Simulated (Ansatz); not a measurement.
# C6H16O4Ti: how energies converge with the basis set

The task here is to estimate one member of a computed series from the others.

Program: Ansatz 0.2.0, Gaussian basis. Level of theory: one geometry, several basis sets. These are calculated values, not measurements.

Plan: PBE0-D4/def2-SVP; ωB97M-V/def2-SVP; PBE0-D4/def2-QZVPP; ωB97M-V/def2-QZVPP; the functionals' def2-TZVPP values are taken from earlier runs.

## The relaxed structure

All runs share one geometry, relaxed beforehand with PBE0-D4 in a triple-zeta def2 set.

SMILES `CC[O][Ti]([OH])([O]CC)[O]CC`, 27 atoms, charge 0, spin multiplicity 1.

Atoms are counted from 1 here; the program's logs count them from 0.

Bond lengths: C1–C2 1.513 Å, C1–H12 1.093 Å, C1–H13 1.092 Å, C1–H14 1.092 Å, C2–O3 1.398 Å, C2–H15 1.098 Å, C2–H16 1.098 Å, O3–Ti4 1.791 Å, Ti4–O5 1.817 Å, Ti4–O6 1.784 Å, Ti4–O9 1.783 Å, O5–H17 0.958 Å, O6–C7 1.395 Å, C7–C8 1.513 Å, C7–H18 1.097 Å, C7–H19 1.097 Å, C8–H20 1.093 Å, C8–H21 1.092 Å and more. Angles: C2–C1–H12 110.4°, C2–C1–H13 110.5°, C2–C1–H14 110.6°, H12–C1–H13 108.5°, H12–C1–H14 108.5°, H13–C1–H14 108.3°, C1–C2–O3 110.8°, C1–C2–H15 110.2°, C1–C2–H16 110.1°, O3–C2–H15 109.9°, O3–C2–H16 108.6°, H15–C2–H16 107.2°, C2–O3–Ti4 143.4°, O3–Ti4–O5 109.0°, O3–Ti4–O6 108.6°, O3–Ti4–O9 108.9°, O5–Ti4–O6 111.0°, O5–Ti4–O9 108.7° and more.

The first run:

Input file in.yaml:

```yaml
crystal:
  periodic: [false, false, false]
  atoms:
    - {symbol: C, position_ang: [-1.147479, -3.531676, -0.808965]}
    - {symbol: C, position_ang: [-0.671515, -2.663864, 0.334791]}
    - {symbol: O, position_ang: [-0.554793, -1.330738, -0.068074]}
    - {symbol: Ti, position_ang: [-0.988266, 0.348638, 0.377703]}
    - {symbol: O, position_ang: [-2.484399, 0.321273, 1.407851]}
    - {symbol: O, position_ang: [-1.257238, 1.283549, -1.117758]}
    - {symbol: C, position_ang: [-0.866860, 2.281396, -2.011000]}
    - {symbol: C, position_ang: [0.485244, 2.865628, -1.662956]}
    - {symbol: O, position_ang: [0.344932, 1.055861, 1.326966]}
    - {symbol: C, position_ang: [1.677238, 1.049933, 1.738698]}
    - {symbol: C, position_ang: [2.290837, -0.332032, 1.674741]}
    - {symbol: H, position_ang: [-1.215445, -4.575719, -0.492236]}
    - {symbol: H, position_ang: [-0.455313, -3.468755, -1.651081]}
    - {symbol: H, position_ang: [-2.133278, -3.209299, -1.150772]}
    - {symbol: H, position_ang: [-1.366783, -2.738274, 1.181502]}
    - {symbol: H, position_ang: [0.308968, -3.010199, 0.687612]}
    - {symbol: H, position_ang: [-3.385206, 0.524990, 1.154805]}
    - {symbol: H, position_ang: [-0.845090, 1.853475, -3.021237]}
    - {symbol: H, position_ang: [-1.629547, 3.070490, -2.010789]}
    - {symbol: H, position_ang: [0.754927, 3.649829, -2.374866]}
    - {symbol: H, position_ang: [0.472881, 3.296579, -0.659506]}
    - {symbol: H, position_ang: [1.257460, 2.093060, -1.694586]}
    - {symbol: H, position_ang: [2.245901, 1.745500, 1.107228]}
    - {symbol: H, position_ang: [1.721776, 1.436304, 2.764530]}
    - {symbol: H, position_ang: [3.334181, -0.298651, 1.998672]}
    - {symbol: H, position_ang: [2.255293, -0.725417, 0.656353]}
    - {symbol: H, position_ang: [1.749876, -1.022482, 2.325874]}
basis:
  gaussian: {orbitals: def2-SVP}
hamiltonian: {xc: pbe0, dispersion: d4}
output: {orbitals: {seedname: orbitals}}
```

Run with:

```
ansatz run in.yaml --threads 11 --pin off --events-out ev --progress --plain --max-ram 120832MiB --backend cpu
```

Steps of the session up to this table: PBE0-D4 in def2-SVP; ωB97M-V in def2-SVP; PBE0-D4 in def2-QZVPP; ωB97M-V in def2-QZVPP.

One of the session's tables, all rows but one given; the rest of the session is left out.

```
functional       basis  HOMO (eV)
   PBE0-D4    def2-SVP      -7.48
   PBE0-D4  def2-TZVPP      -7.60
   PBE0-D4  def2-QZVPP      -7.62
   ωB97M-V    def2-SVP      -9.81
   ωB97M-V  def2-TZVPP      -9.95
   ωB97M-V  def2-QZVPP          ?
```

**Question.** Estimate the row for ωB97M-V, def2-QZVPP.

**Answer.** HOMO (eV): -9.96. In the column «HOMO (eV)» it is the lowest.
